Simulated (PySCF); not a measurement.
# C₃H₇NSi: fields and orbitals

Aim: take C₃H₇NSi and see where an electron leaves and enters, analyse its density (charges, bond critical points, surface potential) and measure its response to a uniform field.

Method: levels as typed in each script, gas phase, geometry from GFN2-xTB; program: PySCF 2.14.0.

## 1. The system as given

12 atoms, charge 0, spin multiplicity 1.

Bond lengths: C1–N2 1.259 Å, C1–C5 1.501 Å, C1–H6 1.087 Å, N2–Si3 1.748 Å, Si3–C4 1.919 Å, Si3–H7 1.459 Å, Si3–H8 1.459 Å, C4–C5 1.534 Å, C4–H9 1.088 Å, C4–H10 1.088 Å, C5–H11 1.093 Å, C5–H12 1.093 Å. Angles: N2–C1–C5 122.0°, N2–C1–H6 119.6°, C5–C1–H6 118.4°, C1–N2–Si3 112.0°, N2–Si3–C4 93.7°, N2–Si3–H7 110.0°, N2–Si3–H8 110.1°, C4–Si3–H7 114.1°, C4–Si3–H8 114.1°, H7–Si3–H8 113.1°, Si3–C4–C5 104.0°, Si3–C4–H9 112.4°, Si3–C4–H10 112.4°, C5–C4–H9 110.7°, C5–C4–H10 110.6°, H9–C4–H10 106.8°, C1–C5–C4 108.3°, C1–C5–H11 108.5° and more.

Geometry (Å):

```mol
C3H7NSi
  3D, bonds by distance, orders not assigned

 12 12  0  0  0  0  0  0  0  0999 V2000
    1.0460   -0.9795    0.0002 C   0  0
   -0.1649   -1.3243    0.0001 N   0  0
   -1.2382    0.0549   -0.0001 Si  0  0
    0.1962    1.3293    0.0002 C   0  0
    1.4622    0.4624   -0.0002 C   0  0
    1.8219   -1.7413   -0.0007 H   0  0
   -2.0420    0.0631    1.2174 H   0  0
   -2.0420    0.0631   -1.2175 H   0  0
    0.1749    1.9779    0.8731 H   0  0
    0.1749    1.9778   -0.8733 H   0  0
    2.0876    0.6437    0.8779 H   0  0
    2.0876    0.6437   -0.8779 H   0  0
  1  2  8  0
  2  3  8  0
  3  4  8  0
  4  5  8  0
  1  6  8  0
  3  7  8  0
  3  8  8  0
  4  9  8  0
  4 10  8  0
  5 11  8  0
  5 12  8  0
  1  5  8  0
M  END
```

## 2. Removing and adding an electron (BLYP/6-311g**)

The input, input.py:

```python
import numpy as np
from pyscf import gto, scf, dft
from pyscf.scf import atom_ks, atom_hf
from scipy.linalg import block_diag

def solve(mol, dm0=None, hcore=None):
    mf = (dft.UKS if mol.spin else dft.RKS)(mol, xc='blyp')
    mf.grids.level = 3
    mf = mf.density_fit(auxbasis='def2-universal-jkfit')
    mf.conv_tol, mf.max_cycle = 1e-8, 80
    if hcore is not None:
        mf.get_hcore = lambda *args: hcore
    mf.kernel(dm0)
    if not mf.converged:
        mf = mf.newton().run(mf.mo_coeff, mf.mo_occ, max_cycle=30)
    assert mf.converged, 'SCF not converged'
    return mf

mol = gto.M(atom='''
C      1.04599    -0.97948     0.00016
N     -0.16488    -1.32435     0.00014
Si    -1.23820     0.05493    -0.00009
C      0.19618     1.32930     0.00022
C      1.46218     0.46240    -0.00017
H      1.82190    -1.74129    -0.00070
H     -2.04204     0.06315     1.21741
H     -2.04202     0.06308    -1.21749
H      0.17493     1.97789     0.87313
H      0.17494     1.97784    -0.87328
H      2.08758     0.64373     0.87789
H      2.08760     0.64368    -0.87793
''', basis='6-311g**', charge=0, spin=0, verbose=4)
mf = solve(mol)
out = dict(e0=mf.e_tot, dm0=mf.make_rdm1(), c=mf.mo_coeff, occ=mf.mo_occ, eps=mf.mo_energy)
for name, dq, spin in [('cation', 1, 1), ('anion', -1, 1)]:
    ion = mol.copy().set(charge=mol.charge + dq, spin=spin).build()
    mi = solve(ion)
    if spin and dq > 0 and mol.nao < 130:
        c, _, stable, _ = mi.stability(return_status=True)
        if not stable:
            mi = solve(ion, mi.make_rdm1(c, mi.mo_occ))
    print(name, 'vertical energy change / eV', (mi.e_tot - mf.e_tot) * 27.211386)
    out.update({'e_' + name: mi.e_tot, 'dm_' + name: mi.make_rdm1(), 's2_' + name: mi.spin_square()[0], 'eps_' + name: mi.mo_energy, 'occ_' + name: mi.mo_occ})
# spherically averaged free atoms, for the promolecule
atm = atom_ks.get_atm_nrks(mol, xc='blyp')
pro = block_diag(*[(atm[a[0]][2] * atm[a[0]][3]) @ atm[a[0]][2].T for a in mol._atom])
np.savez('result.npz', pro=pro, **out)
```

Started as:

```
$ OMP_NUM_THREADS=1 python input.py
```

## 4. Density, bond paths and surface potential (LDA (SVWN)/def2-tzvp)

The input, input.py:

```python
import numpy as np
from pyscf import gto, scf, dft
from pyscf.scf import atom_ks, atom_hf
from scipy.linalg import block_diag

def solve(mol, dm0=None, hcore=None):
    mf = (dft.UKS if mol.spin else dft.RKS)(mol, xc='svwn')
    mf.grids.level = 3
    mf = mf.density_fit(auxbasis='def2-universal-jkfit')
    mf.conv_tol, mf.max_cycle = 1e-8, 80
    if hcore is not None:
        mf.get_hcore = lambda *args: hcore
    mf.kernel(dm0)
    if not mf.converged:
        mf = mf.newton().run(mf.mo_coeff, mf.mo_occ, max_cycle=30)
    assert mf.converged, 'SCF not converged'
    return mf

mol = gto.M(atom='''
C      1.04599    -0.97948     0.00016
N     -0.16488    -1.32435     0.00014
Si    -1.23820     0.05493    -0.00009
C      0.19618     1.32930     0.00022
C      1.46218     0.46240    -0.00017
H      1.82190    -1.74129    -0.00070
H     -2.04204     0.06315     1.21741
H     -2.04202     0.06308    -1.21749
H      0.17493     1.97789     0.87313
H      0.17494     1.97784    -0.87328
H      2.08758     0.64373     0.87789
H      2.08760     0.64368    -0.87793
''', basis='def2-tzvp', charge=0, spin=0, verbose=4)
mf = solve(mol)
mf.analyze()
# spherically averaged free atoms, for the promolecule
atm = atom_ks.get_atm_nrks(mol, xc='svwn')
pro = block_diag(*[(atm[a[0]][2] * atm[a[0]][3]) @ atm[a[0]][2].T for a in mol._atom])
np.savez('result.npz', e=mf.e_tot, c=mf.mo_coeff, occ=mf.mo_occ, eps=mf.mo_energy, pro=pro, dip=mf.dip_moment(verbose=0), s2=mf.spin_square()[0])
```

## 6. Response to an electric field (TPSS/6-311+g**)

Changes to input.py since step 4:

```diff
@@ -6,3 +6,3 @@
 def solve(mol, dm0=None, hcore=None):
-    mf = (dft.UKS if mol.spin else dft.RKS)(mol, xc='svwn')
+    mf = (dft.UKS if mol.spin else dft.RKS)(mol, xc='tpss')
     mf.grids.level = 3
@@ -31,8 +31,14 @@
 H      2.08760     0.64368    -0.87793
-''', basis='def2-tzvp', charge=0, spin=0, verbose=4)
+''', basis='6-311+g**', charge=0, spin=0, verbose=4)
+field = np.array([0.005, 0.0, 0.0])  # atomic units
+mol.set_common_orig(mol.atom_charges() @ mol.atom_coords() / mol.atom_charges().sum())
 mf = solve(mol)
-mf.analyze()
+out = dict(dm0=mf.make_rdm1(), d0=mf.dip_moment(unit='AU'), e0=mf.e_tot)
+for name, sign in (('p', 1), ('m', -1)):
+    h = mf.get_hcore() + sign * np.einsum('x,xij->ij', field, mol.intor('int1e_r'))
+    mi = solve(mol, mf.make_rdm1(), h)
+    out.update({'dm' + name: mi.make_rdm1(), 'd' + name: mi.dip_moment(unit='AU'), 'e' + name: mi.e_tot})
 # spherically averaged free atoms, for the promolecule
-atm = atom_ks.get_atm_nrks(mol, xc='svwn')
+atm = atom_ks.get_atm_nrks(mol, xc='tpss')
 pro = block_diag(*[(atm[a[0]][2] * atm[a[0]][3]) @ atm[a[0]][2].T for a in mol._atom])
-np.savez('result.npz', e=mf.e_tot, c=mf.mo_coeff, occ=mf.mo_occ, eps=mf.mo_energy, pro=pro, dip=mf.dip_moment(verbose=0), s2=mf.spin_square()[0])
+np.savez('result.npz', pro=pro, **out)
```

(Steps that only read results are left out.)

Before running it: what results should come out? Wanted: vertical ionisation energy; dipole moment; HOMO, LUMO; polarisability along the field.

As calculated:

| quantity | value |
| --- | --- |
| vertical ionisation energy (BLYP/6-311g**) | 8.76 eV |
| dipole moment (LDA (SVWN)/def2-tzvp) | 2.34 D |
| HOMO, LUMO (LDA (SVWN)/def2-tzvp) | -5.68, -1.64 eV |
| polarisability along the field (TPSS/6-311+g**) | 79.9 bohr³ |

The ionisation energy from two SCF runs, 8.76 eV, lies 3.4 eV above −ε(HOMO) = 5.31 eV of the same level, BLYP/6-311g**, since self-interaction lifts this functional's HOMO. At LDA (SVWN)/def2-tzvp: The highest Hirshfeld charge is on Si3 (+0.33 e), the lowest on N2 (−0.25 e). All values hold at the given geometry, in the gas phase.
